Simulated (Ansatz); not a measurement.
# doublet CH5FOSn+ at 6 levels

Wanted: a comparison of 6 runs (UHF/STO-3G, UB3LYP/def2-SVP, UBLYP/def2-SVP, UCAM-B3LYP/def2-SVP, UPBE/def2-SVP, RPA@PBE/def2-SVP) of doublet CH5FOSn+. 

The calculation is run with Ansatz 0.2.0.

97 further runs of the same task are left out: 97 set aside as unsound or not needed. Runs told in other sessions of the task aren't counted.

**1. The structure to begin with**

CH5FOSn+ has 9 atoms, charge +1, and is taken as a doublet. SMILES of the parent species: `C[O][SnH2][F]`. The coordinates come from a PBE0-D4/def2-TZVP relaxation. This is one conformer, not always the lowest. That shape belongs to the parent species and isn't relaxed for this state.

Bond lengths: C1–O2 1.409 Å, O2–Sn3 1.945 Å, Sn3–F4 1.923 Å, C1–H5 1.093 Å, C1–H6 1.099 Å, C1–H7 1.096 Å, Sn3–H8 1.701 Å, Sn3–H9 1.692 Å. Some angles: C1–O2–Sn3 120.6°, O2–Sn3–F4 105.1°, O2–C1–H5 108.0°, O2–C1–H6 112.6°, O2–C1–H7 111.9°, O2–Sn3–H8 110.5°, O2–Sn3–H9 106.7°, F4–Sn3–H8 104.5°, F4–Sn3–H9 107.3°, H5–C1–H6 107.7°.

**2. A single-point energy at UHF/STO-3G (run 1)**

File run.yaml:

```yaml
crystal:
  periodic: [false, false, false]
  atoms:
    - symbol: C
      position_ang: [0.518500, 1.372900, 0.070100]
    - symbol: O
      position_ang: [0.868000, 0.081800, -0.373800]
    - symbol: Sn
      position_ang: [-0.399500, -1.388400, -0.243800]
    - symbol: F
      position_ang: [-0.697400, -1.629400, 1.640500]
    - symbol: H
      position_ang: [1.313300, 2.060500, -0.231100]
    - symbol: H
      position_ang: [-0.420600, 1.731700, -0.373400]
    - symbol: H
      position_ang: [0.422100, 1.418200, 1.160900]
    - symbol: H
      position_ang: [-1.916000, -0.924300, -0.859900]
    - symbol: H
      position_ang: [0.399900, -2.769100, -0.806400]
basis:
  gaussian: {orbitals: STO-3G}
total_charge: 1
magnetization: {spin_polarized: true, initial_magnetization: 1}
hamiltonian: {xc: hf}
accuracy: high
output: {orbitals: {seedname: orbitals}}
```

Command:

```sh
$ ansatz run run.yaml --threads 1 --pin off --max-ram 3480MiB --events-out events.jsonl --progress --plain --runs-dir runs
```

Standard output:

```text
Warning: RAYON_NUM_THREADS=1 ignored (pool sized by the plan → 1); use --threads N
Functional definition: HF
  name "HF"
  exchange = exact_x
  correlation = 0
933 factors; integrals over basis functions are off by at most 4.7e-9 eV
mean field evaluation 1: about -168028.0494 eV, gradient 2.4e1 eV
mean field evaluation 2: about -168028.2024 eV, gradient 2.4e1 eV
mean field evaluation 4: about -168036.8826 eV, gradient 6.8e0 eV
mean field evaluation 8: about -168038.6926 eV, gradient 7.6e-1 eV
mean field evaluation 16: about -168038.7701 eV, gradient 7.2e-2 eV
mean field evaluation 32: about -168038.7677 eV, gradient 2.6e-1 eV
mean field evaluation 64: about -168038.7701 eV, gradient 7.1e-2 eV
mean field evaluation 96: about -168029.4258 eV, gradient 1.1e1 eV
mean field -168038.77014049 eV, -6175.3109018937 hartree, gradient 4.7e-8 eV, S^2 0.758992; 3 other end points of the search recorded, 0 dependent functions left out
reference -168038.77014049 eV, -6175.3109018937 hartree; 39, 38 occupied and 8, 9 virtual orbitals, 933 factors
Total energy: -168038.77014049 eV, -6175.3109018937 hartree
```

Wall time 3.3 s (1 thread of Arm Neoverse V2, shared host); peak memory 0.16 GiB.

**3. The energy at UB3LYP/def2-SVP (core potential) (run 2)**

File input.yaml:

```yaml
crystal:
  periodic: [false, false, false]
  atoms:
    - symbol: C
      position_ang: [0.518500, 1.372900, 0.070100]
    - symbol: O
      position_ang: [0.868000, 0.081800, -0.373800]
    - symbol: Sn
      position_ang: [-0.399500, -1.388400, -0.243800]
    - symbol: F
      position_ang: [-0.697400, -1.629400, 1.640500]
    - symbol: H
      position_ang: [1.313300, 2.060500, -0.231100]
    - symbol: H
      position_ang: [-0.420600, 1.731700, -0.373400]
    - symbol: H
      position_ang: [0.422100, 1.418200, 1.160900]
    - symbol: H
      position_ang: [-1.916000, -0.924300, -0.859900]
    - symbol: H
      position_ang: [0.399900, -2.769100, -0.806400]
basis:
  gaussian:
    orbitals: def2-SVP
total_charge: 1
magnetization:
  spin_polarized: true
  initial_magnetization: 1
hamiltonian:
  xc: {name: B3LYP}
accuracy: high
output: {orbitals: {seedname: orbitals}}
```

Command:

```sh
$ ansatz run input.yaml --threads 1 --pin off --max-ram 3480MiB --events-out events.jsonl --progress --plain --runs-dir runs
```

Standard output:

```text
Warning: RAYON_NUM_THREADS=1 ignored (pool sized by the plan → 1); use --threads N
Functional definition: B3LYP
  name "B3LYP"
  parameter a0 = 0.2
  parameter ax = 0.72
  parameter ac = 0.81
  exchange = (1 - a0 - ax)*slater_x + ax*b88_x + a0*exact_x
  correlation = (1 - ac)*vwn_rpa_c + ac*lyp_c
2254 factors; integrals over basis functions are off by at most 3.4e-9 eV
mean field evaluation 1: about -11678.8439 eV, gradient 7.0e1 eV
mean field evaluation 2: about -11477.1729 eV, gradient 1.9e2 eV
mean field evaluation 4: about -11692.2763 eV, gradient 4.5e1 eV
mean field evaluation 8: about -11701.0219 eV, gradient 1.0e0 eV
mean field evaluation 16: about -11701.1631 eV, gradient 1.4e-2 eV
mean field evaluation 32: about -11701.1631 eV, gradient 2.2e-5 eV
mean field evaluation 64: about -11700.8637 eV, gradient 2.1e0 eV
mean field -11701.16310061 eV, -430.0098126142 hartree, gradient 3.6e-8 eV, S^2 0.754928; 5 other end points of the search recorded, 0 dependent functions left out
reference -11701.16314303 eV, -430.0098141732 hartree; 25, 24 occupied and 68, 69 virtual orbitals, 2254 factors
Total energy: -11701.16314303 eV, -430.0098141732 hartree
```

Run time: 29 s. Hardware: 1 thread of Arm Neoverse V2, shared host; peak memory 0.5 GiB.

Runs 3 to 5 aren't shown in full; the table further down has their settings and results.

**4. A single-point energy at RPA@PBE/def2-SVP (core potential) (run 6)**

File input.yaml:

```yaml
crystal:
  periodic: [false, false, false]
  atoms:
    - {symbol: C, position_ang: [0.518500, 1.372900, 0.070100]}
    - {symbol: O, position_ang: [0.868000, 0.081800, -0.373800]}
    - {symbol: Sn, position_ang: [-0.399500, -1.388400, -0.243800]}
    - {symbol: F, position_ang: [-0.697400, -1.629400, 1.640500]}
    - {symbol: H, position_ang: [1.313300, 2.060500, -0.231100]}
    - {symbol: H, position_ang: [-0.420600, 1.731700, -0.373400]}
    - {symbol: H, position_ang: [0.422100, 1.418200, 1.160900]}
    - {symbol: H, position_ang: [-1.916000, -0.924300, -0.859900]}
    - {symbol: H, position_ang: [0.399900, -2.769100, -0.806400]}
basis:
  gaussian:
    orbitals: def2-SVP
total_charge: 1
magnetization:
  spin_polarized: true
  initial_magnetization: 1
hamiltonian:
  xc: pbe
correlation:
  method: rpa
  frozen_orbitals: {C: 1, F: 1, H: 0, O: 1, Sn: 4}
accuracy: high
```

Command:

```sh
$ ansatz run input.yaml --threads 1 --pin off --max-ram 3480MiB --events-out events.jsonl --progress --plain --runs-dir runs
```

Standard output:

```text
Warning: RAYON_NUM_THREADS=1 ignored (pool sized by the plan → 1); use --threads N
Functional definition: PBE
  name "PBE"
  parameter kappa = 0.804
  parameter beta = 0.06672455060314922
  exchange = pbe_x(kappa = kappa, mu = beta*pi^2/3)
  correlation = pbe_c(beta = beta)
2254 factors; integrals over basis functions are off by at most 3.4e-9 eV
mean field evaluation 1: about -11667.3130 eV, gradient 7.6e1 eV
mean field evaluation 2: about -11667.3044 eV, gradient 7.6e1 eV
mean field evaluation 4: about -11688.9752 eV, gradient 2.7e1 eV
mean field evaluation 8: about -11688.3468 eV, gradient 2.7e1 eV
mean field evaluation 16: about -11692.9355 eV, gradient 2.5e-1 eV
mean field evaluation 32: about -11692.9359 eV, gradient 1.2e-7 eV
mean field evaluation 64: about -11692.8856 eV, gradient 3.2e0 eV
mean field evaluation 96: about -11654.8943 eV, gradient 5.2e1 eV
mean field -11692.93591861 eV, -429.7074692522 hartree, gradient 4.7e-8 eV, S^2 0.752775; 6 other end points of the search recorded, 0 dependent functions left out
7 core orbitals not correlated: weight in the atoms' cores, before any rotation towards them, 1.000 or more for the frozen orbitals, at most 0.000 for the correlated occupied ones
reference -11641.36286798 eV, -427.8121945992 hartree; 18, 17 occupied and 68, 69 virtual orbitals, 2254 factors
Total energy: -11669.40697168 eV, -428.8427964012 hartree
```

It took 38 s on 1 thread of Arm Neoverse V2, shared host; peak memory 0.61 GiB.

**5. All runs side by side**

```csv
run,level,core potential,frozen core orbitals,energy (Eh),HOMO energy (eV),LUMO energy (eV),⟨S²⟩,wall time
1,UHF/STO-3G,none,–,-6175.310902,-15.65,-2.22,0.759,3.3 s
2,UB3LYP/def2-SVP (core potential),def2-SVP,–,-430.009814,-14.42,-12.75,0.755,29 s
3,UBLYP/def2-SVP (core potential),def2-SVP,–,-429.843806,-13.26,-13.06,0.753,21 s
4,UCAM-B3LYP/def2-SVP (core potential),def2-SVP,–,-429.842790,-15.97,-11.31,0.755,37 s
5,UPBE/def2-SVP (core potential),def2-SVP,–,-429.707469,-13.38,-13.18,0.753,20 s
6,RPA@PBE/def2-SVP (core potential),def2-SVP,7,-428.842796,–,–,0.753,38 s
```

**6. Outcome**

```
                                quantity          value
                     run 6: total energy  -428.84280 Eh
 run 6: RPA correlation energy (valence)    -1030.6 mEh
run 6: ⟨S²⟩ of the reference determinant          0.753
```

What this shows: Totals of different functionals can't be ranked against each other. Some runs of one species differ in core potentials or relativity; totals across that change don't compare. In run 1 the basis is minimal, so the values are rough. In run 1 relativity is left out where basis or elements ask for it. All runs together took 2.5 min, the longest 38 s.
